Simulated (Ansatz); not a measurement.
# C2H4FSi radical: small, medium and large basis sets

Aim: see how fast density functionals converge with the basis set for C2H4FSi radical.

Computed with Ansatz 0.2.0, Gaussian basis. Level: one geometry, several basis sets.

Levels to be run: PBE0-D4/def2-SVP; ωB97M-V/def2-SVP; PBE0-D4/def2-QZVPP; ωB97M-V/def2-QZVPP; the functionals' def2-TZVPP values are taken from earlier runs.

**1. The geometry**

The geometry comes from an earlier relaxation with PBE0-D4 in a triple-zeta def2 set; it is a stationary point, not always the lowest conformer.

SMILES `[CH]=C[SiH2]F`, 8 atoms, charge 0, spin multiplicity 2.

Atoms are counted from 1 here; the program's logs count them from 0.

Bond lengths: C1–C2 1.303 Å, C1–H5 1.082 Å, C2–Si3 1.856 Å, C2–H6 1.097 Å, Si3–F4 1.602 Å, Si3–H7 1.484 Å, Si3–H8 1.479 Å. Angles: C2–C1–H5 139.8°, C1–C2–Si3 120.4°, C1–C2–H6 120.2°, Si3–C2–H6 119.3°, C2–Si3–F4 109.5°, C2–Si3–H7 110.6°, C2–Si3–H8 110.0°, F4–Si3–H7 106.5°, F4–Si3–H8 108.6°, H7–Si3–H8 111.5°.

Coordinates:

```
atom    x (Å)    y (Å)    z (Å)
  C1   0.1866   1.6655   0.2557
  C2  -0.4265   0.6145  -0.2115
 Si3   0.2957  -1.0790   0.0265
  F4  -0.7313  -1.9866   0.8557
  H5   0.0756   2.7414   0.2852
  H6  -1.3634   0.7248  -0.7713
  H7   0.4930  -1.7512  -1.2813
  H8   1.5624  -0.9865   0.7851
```

**2. PBE0-D4 in def2-SVP**

The input, in.yaml:

```yaml
crystal:
  periodic: [false, false, false]
  atoms:
    - {symbol: C, position_ang: [0.186615, 1.665506, 0.255719]}
    - {symbol: C, position_ang: [-0.426475, 0.614484, -0.211452]}
    - {symbol: Si, position_ang: [0.295737, -1.078952, 0.026520]}
    - {symbol: F, position_ang: [-0.731294, -1.986624, 0.855698]}
    - {symbol: H, position_ang: [0.075556, 2.741359, 0.285229]}
    - {symbol: H, position_ang: [-1.363420, 0.724838, -0.771316]}
    - {symbol: H, position_ang: [0.492963, -1.751193, -1.281333]}
    - {symbol: H, position_ang: [1.562417, -0.986517, 0.785134]}
basis:
  gaussian: {orbitals: def2-SVP}
magnetization: {spin_polarized: true, initial_magnetization: 1}
hamiltonian: {xc: pbe0, dispersion: d4}
output: {orbitals: {seedname: orbitals}}
```

The run is started by

```console
ansatz run in.yaml --threads 4 --pin off --events-out ev --progress --plain --max-ram 10444MiB
```

Further steps of the session: ωB97M-V in def2-SVP; PBE0-D4 in def2-QZVPP; ωB97M-V in def2-QZVPP.

Q: Predict the results of all the runs planned. Wanted: PBE0-D4: double and triple zeta above quadruple; ωB97M-V: double and triple zeta above quadruple.

The runs gave:

| quantity | value |
| --- | --- |
| PBE0-D4: double and triple zeta above quadruple | 9.28, 0.55 eV |
| ωB97M-V: double and triple zeta above quadruple | 9.45, 0.51 eV |

PBE0-D4 gains 8.73 eV from double to triple zeta, then 0.55 eV more. These are total energies; as a rule much of such shifts cancels in differences, which this series doesn't test.
